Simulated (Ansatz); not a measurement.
# PC5: the cost of one run

Program: Ansatz 0.2.0. Level of theory: DFT PBE, scalar-relativistic, plane waves, PAW. These are calculated values, not measurements.

1 further run of the same task is left out (it didn't finish).

### Step 1. The system as given

The structure is hexagonal, space group P6/mmm (No. 191). The conventional cell has a = 4.870 Å, b = 4.870 Å, c = 3.767 Å, α = 90.00°, β = 90.00°, γ = 120.00°. Around P (site symmetry 6/mmm) lie 18 C at 2.81 to 3.08 Å. C (site symmetry -6m2) has 6 C at 2.35 Å as nearest neighbours. C (site symmetry mmm) has 8 C at 2.35 to 2.43 Å as nearest neighbours.

As a file:

```xyz
6
Lattice="4.8695 0.0000 0.0000 -2.4348 4.2171 0.0000 0.0000 0.0000 3.7670" Properties=species:S:1:pos:R:3 pbc="T T T"
P     0.0000    0.0000    0.0000
C     2.4348    1.4057    0.0000
C     2.4348    0.0000    1.8835
C     1.2174    2.1086    1.8835
C    -1.2174    2.1086    1.8835
C     0.0000    2.8114    0.0000
```

The cell is invented: species swapped into a database cell of RbAu5 (P6/mmm, No. 191), with P on the Rb sites and C on the Au sites. The dimensions are guesses.

### Step 2. Probe: one point on a coarse mesh

The input, input.yaml:

```yaml
crystal:
  lattice:
    - [4.86953296, 0.0, 0.0]
    - [-2.43476648, 4.21713924, 0.0]
    - [0.0, 0.0, 3.76695123]
  atoms:
    - { symbol: P, position: [0.0, 0.0, 0.0] }
    - { symbol: C, position: [0.66666667, 0.33333333, 0.0] }
    - { symbol: C, position: [0.5, 0.0, 0.5] }
    - { symbol: C, position: [0.5, 0.5, 0.5] }
    - { symbol: C, position: [0.0, 0.5, 0.5] }
    - { symbol: C, position: [0.33333333, 0.66666667, 0.0] }
basis:
  ecutwfc: 420
kpoints:
  mp_grid: { grid: [6, 6, 4] }
hamiltonian:
  xc: pbe
scf:
  occupations: { method: gaussian, width: 0.1 }
  lower_state_search: "off"
output:
  forces: true
  stress: true
  eigenvalues: true
```

The run is started by

```bash
$ ansatz run input.yaml --threads 1 --pin off --max-ram 2560MiB --backend cpu --events-out ev --progress --plain --runs-dir out
```

**Question.** How long does this run take on 1 thread of Arm Neoverse V1, shared host, and how much memory does it need?

About 2.2 s, with a peak of 0.32 GiB.
